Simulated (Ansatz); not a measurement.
# BH5S2Si: small, medium and large basis sets

One table from this session's results is given with a row withheld; the runs are named, their logs left out.

Computed with Ansatz 0.2.0, Gaussian basis. Level: one geometry, several basis sets.

The runs, in order: PBE0-D4/def2-SVP; ωB97M-V/def2-SVP; PBE0-D4/def2-QZVPP; ωB97M-V/def2-QZVPP; the functionals' def2-TZVPP values are taken from earlier runs.

## The relaxed structure

All runs share one geometry, relaxed beforehand with PBE0-D4 in a triple-zeta def2 set.

9 atoms, charge 0, spin multiplicity 1.

Atoms are counted from 1 here; the program's logs count them from 0.

Bond lengths: Si1–B2 2.008 Å, Si1–H5 1.492 Å, Si1–H6 1.493 Å, Si1–H7 1.491 Å, B2–S3 1.903 Å, B2–S4 1.976 Å, B2–H8 1.196 Å, S3–S4 2.045 Å, S4–H9 1.352 Å. Angles: B2–Si1–H5 112.9°, B2–Si1–H6 110.6°, B2–Si1–H7 110.6°, H5–Si1–H6 107.6°, H5–Si1–H7 107.5°, H6–Si1–H7 107.6°, Si1–B2–S3 116.9°, Si1–B2–S4 111.9°, Si1–B2–H8 123.4°, S3–B2–S4 63.6°, S3–B2–H8 115.2°, S4–B2–H8 109.9°, B2–S3–S4 59.9°, B2–S4–S3 56.4°, B2–S4–H9 98.3°, S3–S4–H9 100.4°.

The first run:

File in.yaml:

```yaml
crystal:
  periodic: [false, false, false]
  atoms:
    - {symbol: Si, position_ang: [0.397717, 0.595718, -1.256648]}
    - {symbol: B, position_ang: [-0.168274, -0.662911, 0.201510]}
    - {symbol: S, position_ang: [1.075846, -0.963279, 1.609461]}
    - {symbol: S, position_ang: [-0.516759, 0.287017, 1.898850]}
    - {symbol: H, position_ang: [-0.747960, 1.083482, -2.077881]}
    - {symbol: H, position_ang: [1.081852, 1.790946, -0.680940]}
    - {symbol: H, position_ang: [1.358469, -0.071479, -2.181111]}
    - {symbol: H, position_ang: [-0.978353, -1.529075, 0.045031]}
    - {symbol: H, position_ang: [-1.414039, -0.576819, 2.424626]}
basis:
  gaussian: {orbitals: def2-SVP}
hamiltonian: {xc: pbe0, dispersion: d4}
output: {orbitals: {seedname: orbitals}}
```

Command:

```console
$ ansatz run in.yaml --threads 2 --pin off --events-out ev --progress --plain --max-ram 4352MiB
```

Steps of the session up to this table: PBE0-D4 in def2-SVP; ωB97M-V in def2-SVP; PBE0-D4 in def2-QZVPP; ωB97M-V in def2-QZVPP.

One of the session's tables, all rows but one given; the rest of the session is left out.

It belongs to the step «Functionals by basis». 

| functional | basis | HOMO (eV) | LUMO (eV) |
| --- | --- | --- | --- |
| PBE0-D4 | def2-SVP | -7.00 | -1.65 |
| PBE0-D4 | def2-TZVPP | -7.08 | -1.83 |
| PBE0-D4 | def2-QZVPP | ? | ? |
| ωB97M-V | def2-SVP | -9.10 | 0.63 |
| ωB97M-V | def2-TZVPP | -9.21 | 0.29 |
| ωB97M-V | def2-QZVPP | -9.24 | 0.11 |

Estimate the missing values for PBE0-D4, def2-QZVPP.

The run gave: HOMO (eV): -7.10; LUMO (eV): -1.90. In the column «HOMO (eV)» it lies between ωB97M-V, def2-SVP (-9.10) and PBE0-D4, def2-TZVPP (-7.08).
